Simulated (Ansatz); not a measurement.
# LaS2 (Fm-3m, relaxed from a CdCl2 start): response to moved atoms and strain

Aim: move atoms of LaS2 (Fm-3m, relaxed from a CdCl2 start) or strain its cell, and read the forces, the stress and the rise in energy. This structure was made by substitution into a known type, so it needn't be the compound's stable form.

Computed with Ansatz 0.2.0 (DFT PBEsol, scalar-relativistic, plane waves, PAW, unless a step's input says otherwise).

1 further run of the same task is left out (it didn't finish).

## (1) The system as given

Symmetry: Fm-3m, No. 225, cubic system. The conventional cell has a = 6.730 Å, b = 6.730 Å, c = 6.730 Å, α = 90.00°, β = 90.00°, γ = 90.00°. La (site symmetry m-3m) is surrounded by 8 S at 2.91 to 2.92 Å. Around S (site symmetry -43m) lie 4 La at 2.91 to 2.92 Å.

As a file:

```
La S
1.0
     2.37826    1.37309    3.88888
    -2.37826    1.37309    3.88888
     0.00000   -2.74618    3.88888
La S
1 2
Direct
  0.00000 0.00000 0.00000
  0.24986 0.24986 0.24986
  0.75014 0.75014 0.75014
```

An earlier run at PBEsol left this cell at 25.399 Å³/atom and 0.01 GPa (8×8×8 mesh).

The changes: atom 3 (S) moved 0.2 Å along z; strain e2 = +0.02, atoms carried along.

## (2) Atom 3 (S) moved 0.2 Å along z

File input.yaml:

```yaml
crystal:
  lattice:
    - [2.3782582526, 1.3730880423, 3.8888781158]
    - [-2.3782582526, 1.3730880423, 3.8888781158]
    - [0.0, -2.7461760847, 3.8888781158]
  atoms:
    - { symbol: La, position: [0.0, 0.0, 0.0] }
    - { symbol: S, position: [0.2498612488, 0.2498612488, 0.2498612488] }
    - { symbol: S, position: [0.7672816558, 0.7672816558, 0.7672816558] }
basis:
  ecutwfc: 420
  ecutrho_ratio: 4
kpoints:
  mp_grid: { grid: [8, 8, 8] }
hamiltonian:
  xc: pbesol
scf:
  occupations: { method: gaussian, width: 0.05 }
output:
  forces: true
  stress: true
  eigenvalues: true
  write_density: true
  write_potential: true
  elf: true
  volumetric_format: npy
```

Command:

```console
$ ansatz run input.yaml --threads 4 --pin off --max-ram 4096MiB --backend cpu --events-out ev --progress --plain --runs-dir out
```

Output (excerpt; [...] marks lines left out):

```text
Warning: RAYON_NUM_THREADS=4 ignored (pool sized by the plan → 4); use --threads N
[...]
Pseudopotentials: kind: paw
Pseudopotential: La, paw, valence charge 11, recommended cutoff 420 eV (normal), La.paw.azcp
Pseudopotential: S, paw, valence charge 6, recommended cutoff 420 eV (normal), S.paw.azcp
Functional definition: PBEsol
[...]
Crystal: 3 atoms, lattice volume = 76.196 Å³
Basis set: ecut = 420 eV, 1459 PW (Γ), exchange–correlation on 64×64×64 points (8 copies of the dense FFT grid, shifted against one another)
Bands: 16, of which v1, the nominal top of the filled ones, is band 12 counted from 1 (11 counted from 0)
Symmetry: 6 space group operations
Space group: R3m (ITA 160), of the structure as read, at distance tolerance 4.2e-5 Å
k-points: 65 of 512 (time reversal used)
[...]
SCF iter   1: F=—  HF=-7935.615100 eV  |F-HF|=—  |Δ(HF+E_count)|=         —  Δρ=4.81e-3  dr2=2.75e-2  ethr=1.77e-3  ⟨swp⟩=4.7  Hψ=4824  notcnv=0
[...]
SCF iter   9: F=-7935.607781 eV  HF=-7935.607781 eV  |F-HF|=1.01e-8  |Δ(HF+E_count)|=   2.03e-7  Δρ=5.75e-6  dr2=3.74e-8  ethr=4.35e-10  ⟨swp⟩=7.7  Hψ=7742  notcnv=0
[...]
SCF converged after 9 iterations
Free energy (F): -7935.607781 eV
[...]
E sigma→0 (E₀):  -7935.604092 eV
Entropy (-TS):   -0.007376 eV (-2.459 meV/atom)
Fermi energy:    6.998589 eV
[...]
--- Forces (eV/Å), atoms counted from 1 ---
  atom   1  La    -0.00000000    -0.00000000     0.63331967
  atom   2  S     -0.00000000    -0.00000000     0.39069550
  atom   3  S      0.00000000     0.00000000    -1.02405411
[...]
--- Stress (GPa, compression-positive) ---
       -0.987124       0.000000      -0.000000
        0.000000      -0.987124      -0.000000
       -0.000000      -0.000000       3.743231
  P = ⅓ Tr σ = 0.5897 GPa (5.897 kbar)
--- Band table (eV; the first three rows and the last of 65) ---
  k-point 0: bands = ["-24.0395", "-7.8741", "-7.7525", "-7.7525", "-4.9851", "-3.2284", "3.6928", "3.8059", "3.8059", "6.9520", "6.9520", "7.1651", "10.0499", "10.0499", "10.8046", "10.8059"]
[...]
```

It took 6.9 s on 4 threads of Arm Neoverse N1, shared host; peak memory 0.51 GiB.

This gives: volume 25.399 Å³/atom, pressure 0.59 GPa, a metal on this mesh.

Forces on the atoms, as numbers:

```
atom  x (eV/Å)  y (eV/Å)  z (eV/Å)
 La1     0.000     0.000     0.633
  S2     0.000     0.000     0.391
  S3     0.000     0.000    -1.024
```

The maps below are laid out on this run's own conventional cell (a, b, c = 4.757, 4.757, 11.667 Å).

Density in a lattice plane of the grid's cell (edges 4.76 and 11.67 Å, at 0.000 of the third edge), which holds La and S.

Ten even steps from ' ' (0.01 e/Å³) to '@' (1.66 e/Å³):
```
@@%%--          --%%
::..              ..
::..              ..
**++::          ::++
  **--          --**
**++::          ::++
....      ..      ..
          ..        
          ..        
                    
                    
        ......      
        ......      
++--..          ..--
::**--          --**
++**::          ::**
==::..          ..::
--::              ::
@@%%--          --%%
%%@@++          ++@@
```
Columns run along the first of these edges and rows up along the second, over one cell in 10 and 20 even steps from the bottom left corner. Atoms in the plane (fractional): La at (0.00, 0.00), S at (1.00, 0.75), S at (1.00, 0.23).

ELF in the same plane.

Ten even steps from ' ' (0.00) to '@' (0.85):
```
%%@@##..::--::..##@@
++--  ..++##++..  --
##**--..--++--..--**
%%@@%%--  ..  --%%@@
  **@@++      ++@@**
%%@@@@::  ..  ::@@@@
%%##--  ......  --##
::..  ..::::::..  ..
      ::--==--::    
      ....::....    
      ..::--::..    
..    ..::--::..    
##++..  ..::..  ..++
@@@@##..  ..  ..##@@
..##@@==      ==@@##
==%%@@==      ==@@%%
@@%%++..::==::..++%%
++--  ..++##++..  --
%%@@**..--++--..**@@
  ++@@..........@@++
```
Columns run along the first of these edges and rows up along the second, over one cell in 10 and 20 even steps from the bottom left corner. Atoms in the plane (fractional): La at (0.00, 0.00), S at (1.00, 0.75), S at (1.00, 0.23).

Both are smooth fields of the valence electrons: close to the nuclei they are not physical.

The highest ELF values outside the cores: 0.88 in the shell around S, 0.8 Å from S.

## (3) Strain e2 = +0.02, atoms carried along

File input.yaml:

```yaml
crystal:
  lattice:
    - [2.3782582526, 1.4005498032, 3.8888781158]
    - [-2.3782582526, 1.4005498032, 3.8888781158]
    - [0.0, -2.8010996064, 3.8888781158]
  atoms:
    - { symbol: La, position: [0.0, 0.0, 0.0] }
    - { symbol: S, position: [0.2498612488, 0.2498612488, 0.2498612488] }
    - { symbol: S, position: [0.7501387512, 0.7501387512, 0.7501387512] }
basis:
  ecutwfc: 420
  ecutrho_ratio: 4
kpoints:
  mp_grid: { grid: [8, 8, 8] }
hamiltonian:
  xc: pbesol
scf:
  occupations: { method: gaussian, width: 0.05 }
output:
  forces: true
  stress: true
  eigenvalues: true
```

Command:

```console
$ ansatz run input.yaml --threads 4 --pin off --max-ram 4096MiB --backend cpu --events-out ev --progress --plain --runs-dir out
```

Output (excerpt; [...] marks lines left out):

```text
Warning: RAYON_NUM_THREADS=4 ignored (pool sized by the plan → 4); use --threads N
[...]
[... 4 set-up lines as earlier in the session ...]
[...]
Crystal: 3 atoms, lattice volume = 77.720 Å³
Basis set: ecut = 420 eV, 1467 PW (Γ), exchange–correlation on 64×64×72 points (8 copies of the dense FFT grid, shifted against one another)
Bands: 16, of which v1, the nominal top of the filled ones, is band 12 counted from 1 (11 counted from 0)
Symmetry: 4 space group operations
Space group: C2/m (ITA 12), of the structure as read, at distance tolerance 4.3e-5 Å
k-points: 150 of 512
[...]
SCF iter   1: F=—  HF=-7935.698996 eV  |F-HF|=—  |Δ(HF+E_count)|=         —  Δρ=4.70e-3  dr2=2.71e-2  ethr=1.77e-3  ⟨swp⟩=4.9  Hψ=11214  notcnv=0
[...]
SCF iter   7: F=-7935.691848 eV  HF=-7935.691848 eV  |F-HF|=1.38e-8  |Δ(HF+E_count)|=   2.24e-7  Δρ=4.39e-6  dr2=1.10e-8  ethr=4.35e-10  ⟨swp⟩=7.0  Hψ=11678  notcnv=0
[...]
SCF converged after 7 iterations
Free energy (F): -7935.691848 eV
[...]
E sigma→0 (E₀):  -7935.688265 eV
Entropy (-TS):   -0.007165 eV (-2.388 meV/atom)
Fermi energy:    6.729189 eV
[...]
--- Forces (eV/Å), atoms counted from 1 ---
  atom   1  La     0.00000000     0.00000000     0.00000000
  atom   2  S      0.00000000    -0.06597314     0.05085129
  atom   3  S      0.00000000     0.06597314    -0.05085129
[...]
--- Stress (GPa, compression-positive) ---
       -1.567605       0.000000       0.000000
        0.000000      -1.251021       0.977332
        0.000000       0.977332      -0.880984
  P = ⅓ Tr σ = -1.2332 GPa (-12.332 kbar)
--- Band table (eV; the first three rows and the last of 150) ---
  k-point 0: bands = ["-24.3666", "-8.0884", "-8.0831", "-8.0794", "-5.1429", "-3.4623", "3.5857", "3.6013", "3.6586", "6.7495", "6.8184", "6.8281", "9.7730", "9.8423", "10.4408", "10.4449"]
[...]
```

Wall time 5.9 s (4 threads of Arm Neoverse N1, shared host); peak memory 0.55 GiB.

Read off: volume 25.907 Å³/atom, pressure -1.23 GPa, a metal on this mesh.

Forces on the atoms, as numbers:

```
atom  x (eV/Å)  y (eV/Å)  z (eV/Å)
  S2     0.000    -0.066     0.051
  S3     0.000     0.066    -0.051
```

## (4) The distortions side by side

| change | change of free energy (meV/atom) | largest force (eV/Å) | largest change of stress (GPa) |
| --- | --- | --- | --- |
| atom 3 (S) moved 0.2 Å along z | 29.99 | 1.024 | 3.75 |
| strain e2 = +0.02, atoms carried along | 1.97 | 0.083 | 1.59 |

Moving atom 3 by 0.20 Å meets a restoring force of 1.023 eV/Å along the move, a force constant of about 5.1 eV/Å². The strain e2 = +0.02 changes that stress component by -1.27 GPa (compression positive), a ratio of 64 GPa; that is a secant over a finite strain with the atoms carried along, not the elastic constant. The largest change, -1.59 GPa, is in component xx. No change lowers the energy by more than 0.5 meV/atom; other distortions weren't tried. Spin polarisation wasn't allowed in this run.
